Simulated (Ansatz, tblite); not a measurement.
# SiC with GFN2-xTB from a Python script

These are simulated results from tblite 0.8.0, not measurements. The cell began as a database structure and was relaxed with r2SCAN in plane waves (Ansatz 0.2.0). All runs are without spin polarisation.

Space group F-43m (No. 216), cubic; a = 4.356 Å in the conventional setting, 10.33 Å³ an atom. Around Si lie 4 C at 1.89 Å; around C lie 4 Si at 1.89 Å.

tblite solves periodic systems at the zone centre alone, so the script builds a cluster of 2×2×2 conventional cells (64 atoms), which folds in a coarse mesh of k points.

The script, run.py:

```python
import json
from ase import Atoms
from ase.build import make_supercell
from ase.units import Bohr, GPa, Hartree
from tblite.interface import Calculator

atoms = Atoms(['Si', 'C'],
              cell=[[0.0, 2.17805, 2.17805], [2.17805, 0.0, 2.17805], [2.17805, 2.17805, 0.0]],
              scaled_positions=[[0.25, 0.25, 0.25], [-0.0, 0.0, 0.0]],
              pbc=True)
cluster = make_supercell(atoms, [[-2, 2, 2], [-2, -2, 2], [2, -2, 2]])
calc = Calculator('GFN2-xTB', cluster.numbers, cluster.positions / Bohr, lattice=cluster.cell[:] / Bohr, periodic=cluster.pbc)
calc.set('temperature', 0.02 / Hartree)
calc.set('max-iter', 150)
res = calc.singlepoint()
levels = res.get('orbital-energies') * Hartree
nv = round(res.get('orbital-occupations').sum() / 2)
cells = len(cluster) // len(atoms)
out = {'energy_per_cell': res.get('energy') * Hartree / cells, 'homo': levels[nv - 1], 'lumo': levels[nv],
       'stress': (-res.get('virial') * Hartree / cluster.get_volume() / GPa).tolist(), 'charges': res.get('charges')[:len(atoms)].tolist(), 'electrons': 2 * nv / cells}
json.dump(out, open('results.json', 'w'))
for key, value in out.items():
    print(key, value)
```

Command: `python run.py`. It took 6 s on 1 thread of Arm Neoverse V2 (shared host), peak memory 0.12 GiB.

The log:

```
------------------------------------------------------------
  cycle        total energy    energy error   density error
------------------------------------------------------------
      1     -111.9592409216  -1.1380785E+02   3.5278539E-01
      2     -111.8835759611   7.5664961E-02   3.8936878E-01
      3     -123.2608270428  -1.1377251E+01   2.8983253E-02
      4     -123.2985559359  -3.7728893E-02   1.4135504E-02
      5     -123.2932805153   5.2754206E-03   1.2840085E-02
      6     -123.3031372045  -9.8566892E-03   5.5314124E-04
      7     -123.3031350871   2.1174082E-06   5.9288174E-04
      8     -123.3031512018  -1.6114749E-05   3.0648041E-04
      9     -123.3031568332  -5.6313496E-06   4.3663050E-06
     10     -123.3031568348  -1.6732713E-09   1.0331129E-06
------------------------------------------------------------

 total:                                   5.459 sec
energy_per_cell -104.85155620799314
homo -9.15601195015356
lumo -6.775553344718893
stress [[4.314626366947897, -1.2502096943728736e-06, 1.2502096817341618e-06], [-1.2502096906346736e-06, 4.314626366947613, 1.250209732645683e-06], [1.2502096810773872e-06, 1.2502097329671817e-06, 4.314626366948125]]
charges [0.34776868403515626, -0.347769038999449]
electrons 8.0
```

The cycle table is in hartree for the whole cluster, and the lines after it are in eV (the energy for one cell). The printed stress is in GPa and positive in compression, and the pressure is its mean diagonal.

GFN2-xTB gives a gap of 2.38 eV. On the same cell, plane-wave PBE (Ansatz, 10×10×10 k points and the special points) gives a gap of 1.36 eV and r2SCAN a gap of 1.71 eV; on shared hosts these took about 1.2 and 2.5 core-seconds on the 2-atom cell, against 6 for the script. Semilocal gaps usually lie below measured ones. xTB was fitted to molecules, so gaps, charges and pressures of solids can be far off, and the gap also depends on the size of the cluster.

The same script was run on cells scaled at fixed shape and fractional coordinates:

| volume (Å³/atom) | energy (meV/atom) | pressure (GPa, positive in compression) | gap (eV) |
| --- | --- | --- | --- |
| 9.09 | 185.9 | 48.51 | 2.44 |
| 9.71 | 50.4 | 22.68 | 2.41 |
| 10.33 | 0.0 | 4.31 | 2.38 |
| 10.95 | 9.9 | -8.82 | 2.35 |
| 11.57 | 63.2 | -18.16 | 2.32 |

A Birch-Murnaghan fit puts the minimum at 10.52 Å³/atom, 1.8 % above the given cell, with a bulk modulus of 238 GPa at fixed shape.

xTB was fitted mostly to molecules, and a small cluster samples few k points, so gaps, pressures and kinks along a curve can be far from a solid's.
